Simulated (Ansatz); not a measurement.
**CH₅PSSi: a ladder of functionals and wavefunction methods**

The task here is to estimate one member of a computed series from the others.

The runs use Ansatz 0.2.0, Gaussian basis; functionals in def2-TZVPP, the program's frozen cores in correlated methods.

Plan: LDA (SPW92), PBE-D4, revPBE-D4, BLYP-D4, r2SCAN-D4, B97M-V, PBE0-D4, B3LYP-D4, r2SCANh-D4, r2SCAN0-D4, HSE06-D4, BHLYP-D4, CAM-B3LYP-D4, LC-ωPBE, ωB97X-V, ωB97M-V, B2PLYP, PBE-QIDH; CCSD(T)/def2-SVP; CCSD(T)/def2-TZVPP; MP2/def2-QZVPP; extrapolation to the limit; RPA on PBE.

### Structure used throughout

The geometry comes from an earlier relaxation with PBE0-D4 in a triple-zeta def2 set; it is a stationary point, not always the lowest conformer.

SMILES `C[SiH]1PS1`, 9 atoms, charge 0, spin multiplicity 1.

Atoms are counted from 1 here; the program's logs count them from 0.

Bond lengths: C1–Si2 1.858 Å, C1–H5 1.093 Å, C1–H6 1.091 Å, C1–H7 1.093 Å, Si2–P3 2.211 Å, Si2–S4 2.104 Å, Si2–H8 1.481 Å, P3–S4 2.181 Å, P3–H9 1.429 Å. Angles: Si2–C1–H5 110.3°, Si2–C1–H6 110.2°, Si2–C1–H7 110.5°, H5–C1–H6 108.7°, H5–C1–H7 108.2°, H6–C1–H7 108.9°, C1–Si2–P3 122.2°, C1–Si2–S4 118.8°, C1–Si2–H8 113.5°, P3–Si2–S4 60.7°, P3–Si2–H8 116.4°, S4–Si2–H8 115.5°, Si2–P3–S4 57.3°, Si2–P3–H9 93.1°, S4–P3–H9 97.5°, Si2–S4–P3 62.1°.

Coordinates:

```xyz
9
CH5PSSi
C    -0.20062    0.89532   -0.92082
Si    0.22154   -0.74899   -0.16587
P     0.78923   -0.95788    1.96040
S    -1.13693   -1.62301    1.18291
H    -0.87737    0.76087   -1.76818
H    -0.68732    1.53428   -0.18251
H     0.70235    1.39411   -1.28151
H     0.86776   -1.68473   -1.11455
H     0.40984    0.38371    2.27314
```

Set-up of the first run:

Input file in.yaml:

```yaml
crystal:
  periodic: [false, false, false]
  atoms:
    - {symbol: C, position_ang: [-0.200620, 0.895324, -0.920819]}
    - {symbol: Si, position_ang: [0.221545, -0.748985, -0.165874]}
    - {symbol: P, position_ang: [0.789226, -0.957875, 1.960403]}
    - {symbol: S, position_ang: [-1.136929, -1.623011, 1.182912]}
    - {symbol: H, position_ang: [-0.877367, 0.760874, -1.768184]}
    - {symbol: H, position_ang: [-0.687316, 1.534284, -0.182510]}
    - {symbol: H, position_ang: [0.702355, 1.394111, -1.281513]}
    - {symbol: H, position_ang: [0.867761, -1.684733, -1.114552]}
    - {symbol: H, position_ang: [0.409844, 0.383710, 2.273138]}
basis:
  gaussian: {orbitals: def2-TZVPP}
hamiltonian: {xc: lda}
output: {orbitals: {seedname: orbitals}}
```

Run with:

```sh
$ ansatz run in.yaml --threads 2 --pin off --events-out ev --progress --plain --max-ram 4352MiB
```

Among the steps run: LDA; PBE-D4 (GGA); revPBE-D4 (GGA); BLYP-D4 (GGA); r2SCAN-D4 (meta-GGA); B97M-V (meta-GGA); B3LYP-D4 (hybrid); r2SCANh-D4 (hybrid); r2SCAN0-D4 (hybrid); HSE06-D4 (hybrid); BHLYP-D4 (hybrid); CAM-B3LYP-D4 (range-separated); LC-ωPBE (range-separated); ωB97X-V (range-separated); ωB97M-V (range-separated); B2PLYP (double hybrid); PBE-QIDH (double hybrid).

One of the session's tables, all rows but one given; the rest of the session is left out.

It belongs to the step «Orbital energies across the functionals». 

```
  functional  HOMO (eV)  gap (eV)
 LDA (SPW92)      -5.83      4.03
      PBE-D4          ?         ?
   revPBE-D4      -5.70      4.17
     BLYP-D4      -5.56      4.10
   r2SCAN-D4      -5.98      4.58
      B97M-V      -6.07      4.72
     PBE0-D4      -6.87      6.17
    B3LYP-D4      -6.63      5.72
  r2SCANh-D4      -6.39      5.32
  r2SCAN0-D4      -7.02      6.43
    HSE06-D4      -6.47      5.40
    BHLYP-D4      -7.83      8.13
CAM-B3LYP-D4      -8.10      8.50
     LC-ωPBE      -9.45     10.99
     ωB97X-V      -9.11     10.55
     ωB97M-V      -8.94     10.21
```

Estimate the missing values for PBE-D4.

The run gave: HOMO (eV): -5.74; gap (eV): 4.13. In the column «HOMO (eV)» it lies between LDA (SPW92) (-5.83) and revPBE-D4 (-5.70).
